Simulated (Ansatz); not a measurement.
## TaSi2, space group P6_222: a projected density of states

Program: Ansatz 0.2.0 through its Python package.

`pdos_tasi2.py`
```python
from dataclasses import dataclass
import warnings

import ansatz
import numpy as np


@dataclass
class Options:
    sigma: float = 0.15
    functional: str = "pbesol"
    kgrid: tuple[int, ...] = (6, 6, 4)
    extra_bands: int = 24


opts = Options()

warnings.simplefilter("ignore", ansatz.DeckWarning)

lattice = ansatz.Lattice.of(
    (4.78, 0.0, 0.0),
    (-2.39, 4.139601, 0.0),
    (0.0, 0.0, 6.564),
)
sites = [
    ("Ta", (0.5, 0.0, 0.5)),
    ("Ta", (0.5, 0.5, 5 / 6)),
    ("Ta", (0.0, 0.5, 1 / 6)),
    ("Si", (1 / 6, 0.3333, 0.5)),
    ("Si", (5 / 6, 1 / 6, 5 / 6)),
    ("Si", (0.6667, 5 / 6, 1 / 6)),
    ("Si", (5 / 6, 0.6667, 0.5)),
    ("Si", (1 / 6, 5 / 6, 5 / 6)),
    ("Si", (0.3333, 1 / 6, 1 / 6)),
]
cell = ansatz.Crystal(lattice=lattice)
for symbol, position in sites:
    cell = cell.atom(symbol, position)

calculation = (
    cell.calculation()
    .occupations(ansatz.OccupationsMethod.FERMI_DIRAC, width=opts.sigma)
    .functional(opts.functional)
    .kpoints(*opts.kgrid)
    .basis(34 * ansatz.Ry)
    .scf(extra_bands=opts.extra_bands)
    .density_of_states(projected=True, energy_step=0.05)
)
history = []
res = calculation.session().plan().execute(on_event=lambda event: history.append(event["data"]["dr2_ev"]) if event["event"] == "scf_iter" else None)
rep = res.report
print("density residual by iteration (eV):", " ".join(f"{value:.1e}" for value in history[:40]))

dos = res.density_of_states()
energy = np.asarray(dos.energies_ev) - dos.fermi_ev
curves = {}
for site in res.projected_density_of_states().sites:
    for shell in site.shells:
        weight = sum(np.sum(curve.g_bin_mean_per_ev, axis=0) for curve in shell.curves)
        name = f"{site.species} {shell.label}"
        curves[name] = curves.get(name, 0) + weight

print("E-EF   " + " ".join(f"{name:>8s}" for name in curves))
for e in np.arange(-8, 4 + 0.1, 0.5):
    print(f"{e:5.1f}  " + " ".join(f"{np.interp(e, energy, g):8.3f}" for g in curves.values()))
```

```console
$ python pdos_tasi2.py
density residual by iteration (eV): 4.3e-02 1.5e-02 1.5e-04 3.9e-06 1.7e-07 4.5e-09
E-EF      Ta 5S    Ta 6S    Ta 5P    Ta 5D    Si 3S    Si 3P
 -8.0     0.014    0.133    0.030    0.489    1.070    0.790
 -7.5     0.010    0.078    0.017    0.334    0.671    0.463
 -7.0     0.015    0.157    0.050    0.837    1.691    1.153
 -6.5     0.005    0.051    0.012    0.296    0.420    0.435
 -6.0     0.016    0.134    0.016    0.358    0.145    1.022
 -5.5     0.020    0.199    0.040    0.858    0.412    2.108
 -5.0     0.009    0.106    0.019    0.485    0.239    0.939
 -4.5     0.012    0.189    0.060    1.386    0.445    2.614
 -4.0     0.009    0.178    0.027    1.144    0.486    1.585
 -3.5     0.007    0.169    0.050    1.571    0.527    2.468
 -3.0     0.006    0.195    0.079    2.818    0.577    3.523
 -2.5     0.002    0.053    0.065    3.391    0.236    3.177
 -2.0     0.002    0.045    0.073    5.818    0.222    4.467
 -1.5     0.002    0.020    0.016    2.559    0.276    1.801
 -1.0     0.001    0.014    0.005    2.035    0.181    0.946
 -0.5     0.001    0.005    0.002    1.161    0.078    0.479
  0.0     0.004    0.035    0.010    3.798    0.236    1.599
  0.5     0.002    0.022    0.002    1.434    0.095    0.373
  1.0     0.002    0.018    0.002    1.690    0.161    0.374
  1.5     0.005    0.096    0.010    1.560    0.921    1.547
  2.0     0.014    0.341    0.011    4.115    1.106    3.148
  2.5     0.009    0.269    0.006    2.504    0.728    1.631
  3.0     0.018    0.525    0.004    1.973    0.536    1.128
  3.5     0.025    0.789    0.008    3.750    0.875    2.260
  4.0     0.009    0.342    0.006    2.430    0.698    1.459
```

Notes:
- The mesh is modest for a metal, so energies can be off by several to tens of meV an atom and pressures by half a GPa or more; differences at equal mesh fare better.
- Of the deposited cell: the entry's cell lengths or inner coordinates differ somewhat from later room-temperature determinations.
- Spin-orbit coupling, which matters for elements this heavy, is left out.
- The structure is a deposited one; some such entries were measured under pressure or heat, so a shift against it needn't be the functional's error alone.
- Curves are summed over the cell's atoms. Only shells that the potentials hold have channels, so projections don't add up to the total, least of all where a shell is missing (p of most metals); heights and places of peaks move with the mesh.
- The density of states is complete only as far up as bands were computed.
- The script silences the warnings on its input, which a real study should read.
- It ran for 35 s on 1 thread of Arm Neoverse V1, with other jobs on the host, peak memory 0.57 GiB.
